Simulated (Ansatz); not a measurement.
**C₆H₁₅In: up Jacob's ladder to CCSD(T)**

The task here is to estimate one member of a computed series from the others.

Program: Ansatz 0.2.0, Gaussian basis. Level of theory: functionals in def2-TZVPP, the program's frozen cores in correlated methods. These are calculated values, not measurements.

Levels to be run: LDA (SPW92), PBE-D4, revPBE-D4, BLYP-D4, r2SCAN-D4, B97M-V, PBE0-D4, B3LYP-D4, r2SCANh-D4, r2SCAN0-D4, HSE06-D4, BHLYP-D4, CAM-B3LYP-D4, LC-ωPBE, ωB97X-V, ωB97M-V, B2PLYP, PBE-QIDH; CCSD(T)/def2-SVP; CCSD(T)/def2-TZVPP; MP2/def2-QZVPP; extrapolation to the limit; RPA on PBE.

## The relaxed structure

An earlier PBE0-D4 in a triple-zeta def2 set relaxation fixed the geometry. In takes the def2 core potential; no spin-orbit term is included.

SMILES `[CH3][In]([CH3])[C](C)(C)C`, 22 atoms, charge 0, spin multiplicity 1.

Atoms are counted from 1 here; the program's logs count them from 0.

Bond lengths: C1–In2 2.166 Å, C1–H8 1.091 Å, C1–H9 1.093 Å, C1–H10 1.093 Å, In2–C3 2.166 Å, In2–C4 2.204 Å, C3–H11 1.093 Å, C3–H12 1.091 Å, C3–H13 1.093 Å, C4–C5 1.522 Å, C4–C6 1.525 Å, C4–C7 1.522 Å, C5–H14 1.095 Å, C5–H15 1.101 Å, C5–H16 1.094 Å, C6–H17 1.101 Å, C6–H18 1.095 Å, C6–H19 1.095 Å and more. Angles: In2–C1–H8 111.8°, In2–C1–H9 109.9°, In2–C1–H10 110.1°, H8–C1–H9 108.6°, H8–C1–H10 108.8°, H9–C1–H10 107.4°, C1–In2–C3 121.9°, C1–In2–C4 119.0°, C3–In2–C4 119.1°, In2–C3–H11 110.1°, In2–C3–H12 111.8°, In2–C3–H13 109.9°, H11–C3–H12 108.8°, H11–C3–H13 107.4°, H12–C3–H13 108.7°, In2–C4–C5 110.3°, In2–C4–C6 107.4°, In2–C4–C7 110.4° and more.

The first run:

File in.yaml:

```yaml
crystal:
  periodic: [false, false, false]
  atoms:
    - {symbol: C, position_ang: [0.058023, -2.467922, -1.609050]}
    - {symbol: In, position_ang: [0.411635, -0.401456, -1.063053]}
    - {symbol: C, position_ang: [1.396476, 0.984820, -2.405211]}
    - {symbol: C, position_ang: [-0.298100, 0.321589, 0.894065]}
    - {symbol: C, position_ang: [-0.274472, -0.806569, 1.915254]}
    - {symbol: C, position_ang: [-1.732346, 0.805306, 0.708762]}
    - {symbol: C, position_ang: [0.565525, 1.476989, 1.378873]}
    - {symbol: H, position_ang: [0.463380, -2.701760, -2.594070]}
    - {symbol: H, position_ang: [-1.015378, -2.673582, -1.615045]}
    - {symbol: H, position_ang: [0.514437, -3.133966, -0.872922]}
    - {symbol: H, position_ang: [2.277111, 1.414050, -1.921412]}
    - {symbol: H, position_ang: [1.705206, 0.500744, -3.332368]}
    - {symbol: H, position_ang: [0.722638, 1.809986, -2.649234]}
    - {symbol: H, position_ang: [0.738945, -1.176447, 2.100230]}
    - {symbol: H, position_ang: [-0.670642, -0.458983, 2.882052]}
    - {symbol: H, position_ang: [-0.884944, -1.658844, 1.602600]}
    - {symbol: H, position_ang: [-2.136139, 1.177489, 1.663337]}
    - {symbol: H, position_ang: [-2.401109, 0.006355, 0.372012]}
    - {symbol: H, position_ang: [-1.804612, 1.629638, -0.008370]}
    - {symbol: H, position_ang: [0.185157, 1.866873, 2.335834]}
    - {symbol: H, position_ang: [0.575167, 2.310484, 0.670367]}
    - {symbol: H, position_ang: [1.604042, 1.175206, 1.547338]}
basis:
  gaussian: {orbitals: def2-TZVPP}
hamiltonian: {xc: lda}
output: {orbitals: {seedname: orbitals}}
```

Started as:

```
ansatz run in.yaml --threads 2 --pin off --events-out ev --progress --plain --max-ram 20480MiB --backend cuda --devices 0, --max-vram 18GiB
```

Steps of the session up to this table: LDA; PBE-D4 (GGA); revPBE-D4 (GGA); BLYP-D4 (GGA); r2SCAN-D4 (meta-GGA); B97M-V (meta-GGA); PBE0-D4 (hybrid); B3LYP-D4 (hybrid); r2SCANh-D4 (hybrid); r2SCAN0-D4 (hybrid); HSE06-D4 (hybrid); BHLYP-D4 (hybrid); CAM-B3LYP-D4 (range-separated); LC-ωPBE (range-separated); ωB97X-V (range-separated); ωB97M-V (range-separated); B2PLYP (double hybrid); PBE-QIDH (double hybrid).

One table of the session follows, with a row left open; its other results are not shown here.

It belongs to the step «Orbital energies across the functionals». 

| functional | HOMO (eV) | gap (eV) |
| --- | --- | --- |
| LDA (SPW92) | -5.26 | 3.33 |
| PBE-D4 | -5.10 | 3.45 |
| revPBE-D4 | -5.04 | 3.53 |
| BLYP-D4 | -4.98 | 3.36 |
| r2SCAN-D4 | -5.26 | 3.87 |
| B97M-V | -5.34 | 3.65 |
| PBE0-D4 | ? | ? |
| B3LYP-D4 | -5.98 | 4.78 |
| r2SCANh-D4 | -5.66 | 4.53 |
| r2SCAN0-D4 | -6.26 | 5.50 |
| HSE06-D4 | -5.76 | 4.50 |
| BHLYP-D4 | -7.13 | 6.85 |
| CAM-B3LYP-D4 | -7.41 | 7.28 |
| LC-ωPBE | -8.67 | 9.66 |
| ωB97X-V | -8.35 | 9.14 |
| ωB97M-V | -8.26 | 8.69 |

Q: Estimate the row for PBE0-D4 from the others.

The run gave: HOMO (eV): -6.15; gap (eV): 5.24. In the column «HOMO (eV)» it lies between r2SCAN0-D4 (-6.26) and B3LYP-D4 (-5.98).
